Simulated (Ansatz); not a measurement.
# Ca3CdF8: the band gap up the ladder of functionals

An exercise on one series of results from a longer session: the logs are not shown, and one member is left open.

Program: Ansatz 0.2.0. PAW datasets, plane waves. Values at 0 K without nuclear motion; spin polarisation is off, and the phase may be a hypothetical one.

### The cell

The cell was relaxed beforehand with r2SCAN.

The symmetry is Cmmm (No. 65, orthorhombic); a = 7.679 Å, b = 10.854 Å, c = 3.835 Å in the conventional setting, 13.32 Å³ an atom. Around Ca lie 8 F at 2.35 Å; around F lie 1 Cd at 2.34 Å and 3 Ca at 2.35–2.36 Å; around Cd lie 8 F at 2.34 Å; around F lie 4 Ca at 2.35 Å; around F lie 2 Cd at 2.34 Å and 2 Ca at 2.35 Å.

Structure file:

Space group Cmmm (No. 65). a = 7.679 Å, b = 10.854 Å, c = 3.835 Å, α = 90.00°, β = 90.00°, γ = 90.00°
| atom | site | symmetry | x | y | z |
| --- | --- | --- | --- | --- | --- |
| Ca | 4e | ..2/m | 0.2500 | 0.2500 | 0.0000 |
| F | 8q | ..m | 0.2509 | 0.8752 | 0.5000 |
| Cd | 2c | mmm | 0.5000 | 0.0000 | 0.5000 |
| F | 4i | m2m | 0.5000 | 0.6254 | 0.0000 |
| F | 4i | m2m | 0.5000 | 0.8757 | 0.0000 |
| Ca | 2d | mmm | 0.0000 | 0.0000 | 0.5000 |

The first run:

Input file input.yaml:

```yaml
crystal:
  lattice:
    - [3.8394915705, -5.4268058284, 0.0]
    - [3.8394915705, 5.4268058284, 0.0]
    - [0.0, 0.0, 3.8351405034]
  atoms:
    - { symbol: Ca, position: [0.0, 0.5, 0.0] }
    - { symbol: F, position: [0.37570822, 0.1261540443, 0.5] }
    - { symbol: F, position: [0.1261540443, 0.37570822, 0.5] }
    - { symbol: Cd, position: [0.5, 0.5, 0.5] }
    - { symbol: F, position: [0.8746346378, 0.1253653622, 0.0] }
    - { symbol: F, position: [0.6243384309, 0.3756615691, 0.0] }
    - { symbol: Ca, position: [0.0, 0.0, 0.5] }
    - { symbol: F, position: [0.3756615691, 0.6243384309, 0.0] }
    - { symbol: F, position: [0.1253653622, 0.8746346378, 0.0] }
    - { symbol: Ca, position: [0.5, 0.0, 0.0] }
    - { symbol: F, position: [0.8738459557, 0.62429178, 0.5] }
    - { symbol: F, position: [0.62429178, 0.8738459557, 0.5] }
kpoints:
  mp_grid: { grid: [4, 4, 6] }
  band_path:
    path:
      - [[0.0, 0.0, 0.0], [-0.5, 0.5, -1.118777872893e-18], [-0.375140786468, 0.624859213532, -1.118777872893e-18]]
      - [[0.375140786468, 0.375140786468, 2.160728269424e-35], [0.0, 0.0, 0.0], [-4.382259982703e-36, 4.382259982703e-36, 0.5], [0.375140786468, 0.375140786468, 0.5]]
      - [[-0.375140786468, 0.624859213532, 0.5], [-0.5, 0.5, 0.5], [-0.5, 0.5, -1.118777872893e-18]]
      - [[0.0, 0.0, 0.0], [-3.128849450618e-17, 0.5, -5.593889364465e-19], [-3.016838641675e-17, 0.5, 0.5], [-4.382259982703e-36, 4.382259982703e-36, 0.5], [-0.5, 0.5, 0.5]]
    npoints: 10
hamiltonian:
  xc: pbe
scf:
  occupations: { method: fermi_dirac, width: 0.02 }
  n_extra_bands: 7
output:
  forces: true
  stress: true
  eigenvalues: true
```

Among the steps run: Band structure with PBE; Single point with r2SCAN; Single point with HSE06; PBE+SOC at the same geometry; PBE0 at the same geometry.

One of the session's tables, all rows but one given; the rest of the session is left out.

```
  level  gap (eV)
    PBE      5.33
 r2SCAN      6.02
  HSE06         ?
PBE+SOC      5.32
   PBE0      8.21
```

**Question.** Estimate the row for HSE06.

As computed: gap (eV): 7.44. In the column «gap (eV)» it lies between r2SCAN (6.02) and PBE0 (8.21).

Meshes: PBE 4×4×6, r2SCAN 4×4×6, HSE06 2×2×4, PBE+SOC 4×4×6, PBE0 2×2×4

PBE reaches 72 % of the HSE06 value, and r2SCAN 81 %. PBE0 lies 0.77 eV above HSE06, which differs from it by screening the long-range exchange.

Limits of these values: Warnings in the runs' records: stress exchange threshold loose, stress scf threshold loose.
